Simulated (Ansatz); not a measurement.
**ClFH2NY: one species, many methods**

One table from this session's results is given with a row withheld; the runs are named, their logs left out.

Program: Ansatz 0.2.0, Gaussian basis. Level of theory: functionals in def2-TZVPP, the program's frozen cores in correlated methods. These are calculated values, not measurements.

Plan: LDA (SPW92), PBE-D4, revPBE-D4, BLYP-D4, r2SCAN-D4, B97M-V, PBE0-D4, B3LYP-D4, r2SCANh-D4, r2SCAN0-D4, HSE06-D4, BHLYP-D4, CAM-B3LYP-D4, LC-ωPBE, ωB97X-V, ωB97M-V, B2PLYP, PBE-QIDH; CCSD(T)/def2-SVP; CCSD(T)/def2-TZVPP; MP2/def2-QZVPP; extrapolation to the limit; RPA on PBE.

## The relaxed structure

All runs share one geometry, relaxed beforehand with PBE0-D4 in a triple-zeta def2 set. Y takes the def2 core potential; no spin-orbit term is included.

SMILES `[NH2][Y]([F])[Cl]`, 6 atoms, charge 0, spin multiplicity 1.

Atoms are counted from 1 here; the program's logs count them from 0.

Bond lengths: N1–Y2 2.117 Å, N1–H5 1.014 Å, N1–H6 1.013 Å, Y2–F3 1.991 Å, Y2–Cl4 2.482 Å. Angles: Y2–N1–H5 126.5°, Y2–N1–H6 127.1°, H5–N1–H6 106.5°, N1–Y2–F3 115.5°, N1–Y2–Cl4 118.8°, F3–Y2–Cl4 125.6°.

Coordinates:

```xyz
6
charge 0, multiplicity 1
N    -0.1539    1.1783    0.0302
Y     0.2379   -0.9016   -0.0087
F     2.1016   -1.4322    0.4491
Cl   -1.6049   -2.4561   -0.5992
H    -1.0391    1.6288   -0.1726
H     0.5004    1.9188    0.2548
```

Set-up of the first run:

File in.yaml:

```yaml
crystal:
  periodic: [false, false, false]
  atoms:
    - {symbol: N, position_ang: [-0.153918, 1.178256, 0.030207]}
    - {symbol: Y, position_ang: [0.237892, -0.901618, -0.008685]}
    - {symbol: F, position_ang: [2.101636, -1.432216, 0.449113]}
    - {symbol: Cl, position_ang: [-1.604876, -2.456085, -0.599151]}
    - {symbol: H, position_ang: [-1.039098, 1.628792, -0.172555]}
    - {symbol: H, position_ang: [0.500365, 1.918771, 0.254772]}
basis:
  gaussian: {orbitals: def2-TZVPP}
hamiltonian: {xc: lda}
output: {orbitals: {seedname: orbitals}}
```

Steps of the session up to this table: LDA; PBE-D4 (GGA); revPBE-D4 (GGA); BLYP-D4 (GGA); r2SCAN-D4 (meta-GGA); B97M-V (meta-GGA); PBE0-D4 (hybrid); B3LYP-D4 (hybrid); r2SCANh-D4 (hybrid); r2SCAN0-D4 (hybrid); HSE06-D4 (hybrid); BHLYP-D4 (hybrid); CAM-B3LYP-D4 (range-separated); LC-ωPBE-D4 (range-separated; the results give it without D4); ωB97X-V (range-separated); ωB97M-V (range-separated); B2PLYP (double hybrid); PBE-QIDH (double hybrid).

One of the session's tables, all rows but one given; the rest of the session is left out.

It belongs to the step «Frontier levels by functional». 

```
  functional  HOMO (eV)  LUMO (eV)  gap (eV)
 LDA (SPW92)      -6.35      -3.04      3.31
      PBE-D4      -6.13      -2.82      3.31
   revPBE-D4      -6.05      -2.69      3.36
     BLYP-D4      -6.01      -2.85      3.16
   r2SCAN-D4      -6.38      -2.36      4.02
      B97M-V      -6.38      -2.64      3.74
     PBE0-D4      -7.46      -2.06      5.39
    B3LYP-D4      -7.23      -2.42      4.81
  r2SCANh-D4      -6.88      -2.13      4.76
  r2SCAN0-D4      -7.64      -1.78      5.86
    HSE06-D4      -7.05      -2.43      4.62
    BHLYP-D4      -8.69      -1.53      7.16
CAM-B3LYP-D4      -8.89      -1.35      7.53
     LC-ωPBE     -10.28      -0.08     10.20
     ωB97X-V      -9.90      -0.29      9.61
     ωB97M-V          ?          ?         ?
```

Estimate the missing values for ωB97M-V.

As computed: HOMO (eV): -9.80; LUMO (eV): -0.71; gap (eV): 9.09. In the column «HOMO (eV)» it lies between ωB97X-V (-9.90) and CAM-B3LYP-D4 (-8.89).
